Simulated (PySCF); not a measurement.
# MnN₂⁻: relaxation and vibrations of the triplet

Where does triplet MnN₂⁻ go from a end-on start, is the end point a minimum, and what are its modes, charges and moments?

The runs use PySCF 2.14.0; B3LYP, basis Mn def2-SVPD, N def2-SVPD, no relativity, density fitting.

## Step 1: The system as given

3 atoms, charge -1, spin multiplicity 3.

Bond lengths: Mn1–N2 1.957 Å, N2–N3 1.204 Å. Angles: Mn1–N2–N3 119.9°.

```xyz
3
charge -1 multiplicity 3
Mn    0.0000    0.0000    0.0000
N     0.0000    0.0000    1.9570
N     1.0440    0.0000    2.5570
```

## Step 2: First SCF at the start

One driver script runs all steps and calls PySCF; scf.py shows how it sets up the SCF of each step. The optimiser is the driver's own. After this first run the driver tries any further starts and a stability analysis.

scf.py

```python
from pyscf import gto, scf, dft
mol = gto.M(atom='''
Mn     0.000000     0.000000     0.000000
N      0.000000     0.000000     1.957000
N      1.044000     0.000000     2.557000''',
    basis={'Mn': 'def2-SVPD', 'N': 'def2-SVPD'},
    charge=-1, spin=2)
mf = dft.UKS(mol, xc='B3LYP')
mf.grids.atom_grid = (50, 194)
aux = {'Mn': 'def2-universal-JKFIT', 'N': 'def2-universal-JKFIT'}
mf = mf.density_fit(auxbasis=aux)
mf.conv_tol = 1e-08
mf.diis_space = 10
mf.max_cycle = 60
mf.init_guess = 'minao'
mf.verbose = 4
mf.kernel()
```

Started as:

```bash
$ OMP_NUM_THREADS=2 python axn.py task.json out
```

Output, shortened:

```text
[... the frontier levels of the middle cycles are left out ...]
init E= -1259.27772603895
[... the frontier-level lines of each cycle are left out ...]
cycle= 1 E= -1249.71081795387  delta_E= 9.57  |g|= 2.89  |ddm|= 3.95
cycle= 2 E= -1215.75445678154  delta_E=   34  |g|= 4.76  |ddm|=  8.4
cycle= 3 E= -1250.64870931938  delta_E= -34.9  |g|= 4.04  |ddm|=  6.8
cycle= 4 E= -1249.45029471503  delta_E=  1.2  |g|= 4.27  |ddm|= 1.76
cycle= 5 E= -1249.38101378965  delta_E= 0.0693  |g|= 4.26  |ddm|= 0.225
cycle= 6 E= -1249.18283371918  delta_E= 0.198  |g|= 4.28  |ddm|= 0.355
cycle= 7 E= -1249.99435010567  delta_E= -0.812  |g|= 4.11  |ddm|= 0.595
cycle= 8 E= -1249.83474218149  delta_E= 0.16  |g|= 4.12  |ddm|= 0.18
cycle= 9 E= -1249.63551266065  delta_E= 0.199  |g|= 4.12  |ddm|= 0.301
cycle= 10 E= -1249.68848821581  delta_E= -0.053  |g|= 4.11  |ddm|= 0.0362
cycle= 11 E= -1249.61364942584  delta_E= 0.0748  |g|= 4.12  |ddm|= 0.11
cycle= 12 E= -1141.42321471617  delta_E=  108  |g|= 6.89  |ddm|= 11.9
cycle= 13 E= -1244.50172023687  delta_E= -103  |g|= 4.49  |ddm|= 12.1
cycle= 14 E= -1244.28843846761  delta_E= 0.213  |g|= 4.51  |ddm|= 0.128
[... 46 cycles left out ...]
SCF not converged.
init E= -1259.27772603895
[... 20 cycles left out ...]
SCF not converged.
init E= -1260.23831083695
[... 15 cycles left out ...]
cycle= 16 E= -1260.24203922383  delta_E= -8.36e-06  |g|= 0.0011  |ddm|= 0.0109
cycle= 17 E= -1260.24204348505  delta_E= -4.26e-06  |g|= 0.000575  |ddm|= 0.00555
cycle= 18 E= -1260.2420476038  delta_E= -4.12e-06  |g|= 0.00069  |ddm|= 0.00782
cycle= 19 E= -1260.24205031292  delta_E= -2.71e-06  |g|= 0.000525  |ddm|= 0.00608
cycle= 20 E= -1260.24205191779  delta_E= -1.6e-06  |g|= 0.000398  |ddm|= 0.00453
cycle= 21 E= -1260.24205322203  delta_E= -1.3e-06  |g|= 0.000367  |ddm|= 0.00515
cycle= 22 E= -1260.24205375964  delta_E= -5.38e-07  |g|= 0.000263  |ddm|= 0.00238
cycle= 23 E= -1260.24205427873  delta_E= -5.19e-07  |g|= 0.00021  |ddm|= 0.00363
cycle= 24 E= -1260.24205454351  delta_E= -2.65e-07  |g|= 0.000159  |ddm|= 0.00252
cycle= 25 E= -1260.2420546596  delta_E= -1.16e-07  |g|= 0.000111  |ddm|= 0.00158
cycle= 26 E= -1260.24205472464  delta_E= -6.5e-08  |g|= 6.69e-05  |ddm|= 0.00121
cycle= 27 E= -1260.24205475697  delta_E= -3.23e-08  |g|= 4.2e-05  |ddm|= 0.000867
cycle= 28 E= -1260.24205477304  delta_E= -1.61e-08  |g|= 3.27e-05  |ddm|= 0.000613
cycle= 29 E= -1260.24205478225  delta_E= -9.21e-09  |g|= 2.18e-05  |ddm|= 0.000508
Extra cycle  E= -1260.24205478816  delta_E= -5.91e-09  |g|= 3.04e-05  |ddm|= 0.000398
converged SCF energy = -1260.24205478816  <S^2> = 3.8948762  2S+1 = 4.0717938
```

This step, with its further starts and checks, needed 17 s of wall time on 2 threads of Arm Neoverse V1, shared host.

Energies from each starting density:

```csv
start,energy (Eh)
the minimal-basis guess,-1260.242055
a thermally smeared density,-1260.242055
a smeared PBE density,-1260.242055
```

Where DIIS stalls, the driver goes on with a level shift of 0.3 Eh and then with a second-order solver.

The test of internal stability and the other starts found no lower solution of this spin.

## Step 3: Relaxation: end-on start, triplet

The program finds Cs symmetry in the start, which this walk keeps.

scf.py, as its differences from that of step 2:

```diff
@@ -3,3 +3,3 @@
-Mn     0.000000     0.000000     0.000000
-N      0.000000     0.000000     1.957000
-N      1.044000     0.000000     2.557000''',
+Mn    -0.176254     0.000000    -0.762077
+N     -0.176254     0.000000     1.194923
+N      0.867746     0.000000     1.794923''',
@@ -15 +14,0 @@
-mf.init_guess = 'minao'
```

Steps of the walk:

```csv
step,energy (Eh),change (kJ/mol),largest symmetric gradient (Eh/bohr)
0,-1260.242055,0.00,0.03857
1,-1260.248555,-17.07,0.04359
2,-1260.251399,-24.53,0.07536
3,-1260.256706,-38.47,0.01312
4,-1260.258126,-42.20,0.01576
5,-1260.259944,-46.97,0.04147
6,-1260.261170,-50.19,0.02226
7,-1260.262956,-54.88,0.00498
8,-1260.263324,-55.84,0.01130
9,-1260.263548,-56.43,0.00268
10,-1260.263608,-56.59,0.00241
11,-1260.263613,-56.60,0.00060
12,-1260.263614,-56.60,0.00017
```

The walk took 21 s.

It settles in C∞v symmetry, 56.6 kJ/mol below the start, after 12 steps: Mn–N 1.724 Å, N–N 1.178 Å; Mn–N–N 179.6°.

## Step 4: Hessian and properties

The point is checked on the finer grid, and tightened if its gradient asks for it. The Hessian and the dipole derivatives come from central differences of analytic gradients, with steps of 0.02 bohr.

scf.py, as its differences from that of step 3:

```diff
@@ -3,3 +3,3 @@
-Mn    -0.176254     0.000000    -0.762077
-N     -0.176254     0.000000     1.194923
-N      0.867746     0.000000     1.794923''',
+Mn    -0.280702     0.000000    -0.728977
+N      0.338841     0.000000     0.879962
+N      0.762097    -0.000000     1.979151''',
@@ -9 +9 @@
-mf.grids.atom_grid = (50, 194)
+mf.grids.atom_grid = (75, 302)
@@ -12 +12 @@
-mf.conv_tol = 1e-08
+mf.conv_tol = 1e-10
```

The driver hands on the density of the step before, so the log starts near convergence.

SCF at the final geometry:

```text
init E= -1260.26348335706
[... the frontier-level lines of each cycle are left out ...]
cycle= 1 E= -1260.26348335703  delta_E= 2.68e-11  |g|= 7.34e-06  |ddm|= 7.25e-06
Extra cycle  E= -1260.26348335619  delta_E= 8.43e-10  |g|= 4.51e-05  |ddm|= 4.5e-05
converged SCF energy = -1260.26348335619  <S^2> = 3.2026908  2S+1 = 3.7162835
```

The whole step took 26 s.

Geometry: C∞v; Mn–N 1.724 Å, N–N 1.178 Å; Mn–N–N 180.0°.

Harmonic modes (main isotopes):

```csv
symmetry,ω (cm⁻¹),IR (km/mol)
π,156,5.5
σ+,571,21.5
σ+,1838,1158
```

All wavenumbers are real: a minimum.

Properties at this point:

```yaml
Dipole_moment_about_the_centre_of_mass: 1.01 D
Highest_occupied_level: 1.31 eV
Lowest_empty_level: 2.49 eV
Rotational_constants: 0.1547 cm⁻¹
Zero-point_energy: 16.3 kJ/mol
Principal_polarisabilities: 129.6, 129.6, 177.2 bohr³
Principal_traceless_quadrupole_moments_about_the_centre_of_mass: -19.95, 9.98, 9.98 D Å
Entropy_at_298.15_K_and_1_bar_electronic_part_spin_only: 265.1 J/(mol K)
Heat_capacity_Cp_at_298.15_K: 49.6 J/(mol K)
Enthalpy_at_298.15_K_above_0_K: 12.47 kJ/mol
Rotational_symmetry_number: 1
Spin_squared_⟨S²⟩: 3.203
```

Charges (e) and bond orders:

| atom | Mulliken | Löwdin | polar tensor | spin (Mulliken) | Mayer order to Mn1 |
| --- | --- | --- | --- | --- | --- |
| Mn1 | -0.24 | -0.20 | -0.55 | 3.14 | – |
| N2 | -0.35 | -0.57 | 0.85 | -0.41 | 1.11 |
| N3 | -0.40 | -0.23 | -1.29 | -0.73 | 0.51 |

Outer orbital energies (eV). α occupied: -4.97, -4.97, -4.85, -1.82, -1.82, -1.14, -1.14, -0.56; empty: 2.49, 3.59, 3.59, 4.93. β occupied: -21.81, -9.94, -5.64, -5.64, -5.41, 0.53, 1.31, 1.31; empty: 3.49, 3.49, 3.66, 5.47.

Mulliken populations on Mn1: s 7.45, p 12.30, d 5.50, f 0.00.

## Step 5: Results

| quantity | value |
| --- | --- |
| minimum | broken-symmetry (Ms = 1), C∞v |
| geometry | Mn–N 1.724 Å, N–N 1.178 Å; Mn–N–N 180.0° |
| wavenumbers (cm⁻¹) | 156 (π), 571 (σ+), 1838 (σ+) |
| dipole moment (centre of mass) | 1.01 D |
| highest occupied, lowest empty level (either spin) | 1.31, 2.49 eV |
| polar-tensor charge of Mn1 | -0.55 e |
| zero-point energy | 16.3 kJ/mol |
| entropy at 298.15 K | 265.1 J/(mol K) |
| ⟨S²⟩ | 3.203 |

**Reading.** From Cs at the start the molecule goes to a C∞v minimum. The determinant is spin-contaminated (⟨S²⟩ = 3.20 against 2.00), so it is no pure spin state. The strongest infrared band lies at 1838 cm⁻¹ (σ+). Only this shape and spin were tried, so other structures or states may lie lower. A highest occupied level above zero is common for anions with such functionals; it warns that the extra electron is poorly described. One determinant may miss the lowest occupation of an open d or f shell.

The search up to here took 64 s.
